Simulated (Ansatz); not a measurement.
# AlCu: the cost of one run

All numbers are computed with Ansatz 0.2.0, driven from Python. Level of theory: DFT r2SCAN, plane waves, PAW.

**1. The structure**

AlCu Pm-3m: Symmetry: Pm-3m, No. 221, cubic system. The conventional cell has a = 2.998 Å, b = 2.998 Å, c = 2.998 Å, α = 90.00°, β = 90.00°, γ = 90.00°. Al (site symmetry m-3m) is surrounded by 8 Cu at 2.60 Å. Cu (site symmetry m-3m) is surrounded by 8 Al at 2.60 Å.

AlOs Pm-3m: The structure is cubic, space group Pm-3m (No. 221). The conventional cell has a = 2.998 Å, b = 2.998 Å, c = 2.998 Å, α = 90.00°, β = 90.00°, γ = 90.00°. Al (site symmetry m-3m) has 8 Os at 2.60 Å as nearest neighbours. Os (site symmetry m-3m) is surrounded by 8 Al at 2.60 Å.

AlIr Pm-3m: Symmetry: Pm-3m, No. 221, cubic system. Conventional cell: a = 2.995 Å, b = 2.995 Å, c = 2.995 Å, α = 90.00°, β = 90.00°, γ = 90.00°. Al (site symmetry m-3m) has 8 Ir at 2.59 Å as nearest neighbours. Around Ir (site symmetry m-3m) lie 8 Al at 2.59 Å.

AlPt Pm-3m: The structure is cubic, space group Pm-3m (No. 221). Conventional cell: a = 3.092 Å, b = 3.092 Å, c = 3.092 Å, α = 90.00°, β = 90.00°, γ = 90.00°. Al (site symmetry m-3m) has 8 Pt at 2.68 Å as nearest neighbours. Pt (site symmetry m-3m) is surrounded by 8 Al at 2.68 Å.

AlAu Pm-3m: Symmetry: Pm-3m, No. 221, cubic system. Conventional cell: a = 3.224 Å, b = 3.224 Å, c = 3.224 Å, α = 90.00°, β = 90.00°, γ = 90.00°. Al (site symmetry m-3m) is surrounded by 8 Au at 2.79 Å. Au (site symmetry m-3m) is surrounded by 8 Al at 2.79 Å.

No structure file is read: the coordinates are typed or built in the script.

**2. The code**

alcu_trend.py reads:

```python
'''Trends along isostructural compounds in space group Pm-3m, after relaxing cells and atoms.'''

import warnings

import ansatz as az
import numpy as np

ECUT = 300
SCF_TOL = 1e-07
XC = 'r2scan'
K_SPACING = 0.26
OCCUPATIONS = 'cold'
SIGMA = 0.1

PHASES = {
    'AlCu': (
        [(2.997509, 0.0, 0.0), (0.0, 2.997509, 0.0), (0.0, 0.0, 2.997509)],
        [
            ('Al', (0.0, 0.0, 0.0)),
            ('Cu', (0.5, 0.5, 0.5)),
        ],
    ),
    'AlOs': (
        [(2.997912, 0.0, 0.0), (0.0, 2.997912, 0.0), (0.0, 0.0, 2.997912)],
        [
            ('Al', (0.0, 0.0, 0.0)),
            ('Os', (0.5, 0.5, 0.5)),
        ],
    ),
    'AlIr': (
        [(2.994555, 0.0, 0.0), (0.0, 2.994555, 0.0), (0.0, 0.0, 2.994555)],
        [
            ('Al', (0.0, 0.0, 0.0)),
            ('Ir', (0.5, 0.5, 0.5)),
        ],
    ),
    'AlPt': (
        [(3.091546, 0.0, 0.0), (0.0, 3.091546, 0.0), (0.0, 0.0, 3.091546)],
        [
            ('Al', (0.0, 0.0, 0.0)),
            ('Pt', (0.5, 0.5, 0.5)),
        ],
    ),
    'AlAu': (
        [(3.223942, 0.0, 0.0), (0.0, 3.223942, 0.0), (0.0, 0.0, 3.223942)],
        [
            ('Al', (0.0, 0.0, 0.0)),
            ('Au', (0.5, 0.5, 0.5)),
        ],
    ),
}


def build(vectors, sites):
    crystal = az.Crystal(lattice=az.Lattice.of(vectors))
    for symbol, position in sites:
        crystal = crystal.atom(symbol, position)
    return crystal


def solve(name, crystal):
    calc = (
        crystal.calculation()
        .basis(ECUT, density_ratio=6)  # a bare number is in eV
        .scf(tolerance=SCF_TOL)
        .functional(XC)
        .kpoints(spacing=K_SPACING)
        .occupations(OCCUPATIONS, width=SIGMA)
        .stress()
        .band_table()  # levels at the mesh points
    )
    calc = calc.relax(force_tolerance=0.02, max_steps=40, cell=True)
    return calc.run()


def volume_per_atom(outcome):
    return abs(np.linalg.det(outcome.lattice.cell_ang)) / len(outcome.lattice.sites)

warnings.simplefilter('ignore', az.DeckWarning)

phases = {name: build(*cell) for name, cell in PHASES.items()}

done = {}
for name, crystal in phases.items():
    try:
        done[name] = solve(name, crystal)
    except az.NonConvergedError as error:
        print(name, 'did not converge:', str(error)[:120])

rows = [(name, volume_per_atom(o)) for name, o in done.items()]
print('| compound | V (A^3/atom) |')
print('| --- | --- |')
for row in rows:
    print(f'| {row[0]} | {row[1]:.3f} |')
```

**3. The input behind the calls**

The engine receives this input (first run):

```yaml
crystal:
  lattice:
    - [2.997509, 0.0, 0.0]
    - [0.0, 2.997509, 0.0]
    - [0.0, 0.0, 2.997509]
  atoms:
    - { symbol: Al, position: [0.0, 0.0, 0.0] }
    - { symbol: Cu, position: [0.5, 0.5, 0.5] }
basis:
  ecutwfc: 300.0
  ecutrho_ratio: 6
kpoints:
  mp_grid:
    kspacing: 0.26
hamiltonian:
  xc: r2scan
scf:
  convergence:
    dr2_threshold: 1.0e-07
  occupations:
    method: cold
    width: 0.1
relax:
  f_tol: 0.02
  max_steps: 40
  cell: {}
output:
  stress: true
  eigenvalues: true
```

**4. The run**

The run is started by

```
$ python alcu_trend.py
```

**Question.** How long does this script take on 1 thread of Arm Neoverse V2, shared host, and how much memory does it need?

About 56 s, with a peak of 0.44 GiB.
